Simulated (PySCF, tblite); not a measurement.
# C₆H₁₅GeN: geometry, infrared bands and NMR shifts

What infrared bands and NMR shifts should C₆H₁₅GeN (`C=CC[C](C)(C)[GeH2][NH2]`) show?

The runs use tblite 0.8.0 and PySCF 2.14.0, with density-fitted response routines of our own; the level of theory stands in each step. All values are computed, except where a source is named. Atoms are numbered from 0 throughout.

### Step 1. The starting structure

23 atoms, charge 0, multiplicity 1; geometry from: force field or distance geometry start.

Bonds of the start (Å): C0–C1 1.34, C1–C2 1.49, C2–C3 1.55, C3–C4 1.56, C3–C5 1.54, C3–Ge6 1.96, Ge6–N7 1.86, C0–H8 1.08, C0–H9 1.09, C1–H10 1.10, C2–H11 1.12, C2–H12 1.12, C4–H13 1.10, C4–H14 1.10, C4–H15 1.11, C5–H16 1.11, C5–H17 1.11, C5–H18 1.11, Ge6–H19 1.55, Ge6–H20 1.56, N7–H21 1.05, N7–H22 1.05.

### Step 2. Optimising the geometry with GFN2-xTB

The job: settings as JSON, then the geometry in Å.

```
{"job": {"kind": "relax", "xc": "GFN2-xTB", "basis": "xTB"}, "charge": 0, "multiplicity": 1}
C      2.877400    -0.081300    -0.992500
C      2.252400     0.106000     0.172900
C      0.907800     0.745500     0.286500
C     -0.271400    -0.259800     0.302200
C     -0.154200    -1.219200     1.522700
C     -0.344700    -1.079800    -0.997100
Ge    -1.944800     0.743100     0.492900
N     -2.129200     1.936500    -0.920500
H      3.847400    -0.559000    -1.027600
H      2.401100     0.242400    -1.914800
H      2.741600    -0.243300     1.088900
H      0.755800     1.461500    -0.556100
H      0.875000     1.354200     1.226600
H     -0.087900    -0.640300     2.459700
H      0.749600    -1.846200     1.434300
H     -1.041200    -1.885700     1.582200
H      0.547200    -1.737400    -1.094900
H     -0.380000    -0.407500    -1.874200
H     -1.247300    -1.717900    -0.999200
H     -3.137200    -0.243000     0.514400
H     -1.922100     1.537700     1.833300
H     -2.281600     1.358300    -1.782100
H     -3.018300     2.462100    -0.747700
```

Run with:

```sh
$ OMP_NUM_THREADS=1 python probes_run.py task.json out
```

The driver reads the jobs from task.json and runs them one after another.

**Question.** This job is followed by: GFN2-xTB harmonic vibrations, gas phase; GIAO PBE0/pcSseg-1 NMR shielding, non-relativistic, gas phase. Predict these results of the whole session: strongest single infrared mode (GFN2-xTB); zero-point energy (GFN2-xTB); 13C shifts against TMS (PBE0/pcSseg-1, means over atoms taken as alike); 1H shifts against TMS (PBE0/pcSseg-1, means over atoms taken as alike); 73Ge shifts against GeMe4 (PBE0/pcSseg-1); 15N shifts against NH3 (PBE0/pcSseg-1).

As calculated:

| quantity | value |
| --- | --- |
| strongest single infrared mode (GFN2-xTB) | 1953 cm⁻¹, 503 km/mol |
| zero-point energy (GFN2-xTB) | 119.6 kcal/mol |
| 13C shifts against TMS (PBE0/pcSseg-1, means over atoms taken as alike) | 143.2, 125.1, 47.4, 31.1, 24.3 ppm |
| 1H shifts against TMS (PBE0/pcSseg-1, means over atoms taken as alike) | 6.28, 5.49, 5.41, 4.61, 2.59, 1.14, -0.41 ppm |
| 73Ge shifts against GeMe4 (PBE0/pcSseg-1) | -45 ppm |
| 15N shifts against NH3 (PBE0/pcSseg-1) | -5.1 ppm |

The optimisation took 90 steps and gained 0.267 eV; among the close pairs (by a distance rule), C3–Ge6 changed most, from 1.960 to 2.013 Å. All 63 modes are real, so the xTB geometry is a minimum. The strongest single mode, at 1953 cm⁻¹, moves mainly H20. GFN2-xTB is a fitted tight-binding method: band positions and strengths are rough. Its intensities can rank the bands wrongly. The most deshielded carbon is C1 (alkene CH), at 143.2 ppm: an sp2 carbon of a C=C bond. H10 (hydrogen on an alkene CH) lies farthest downfield among hydrogen, at 6.28 ppm; attached to an sp2 carbon and in the plane of the double bond. At PBE0/pcSseg-1: The largest span, 245 ppm, is at C1, where the paramagnetic term is -213 ppm. Spin-orbit coupling is left out, which matters for shieldings and couplings at and beside the heavy atoms.
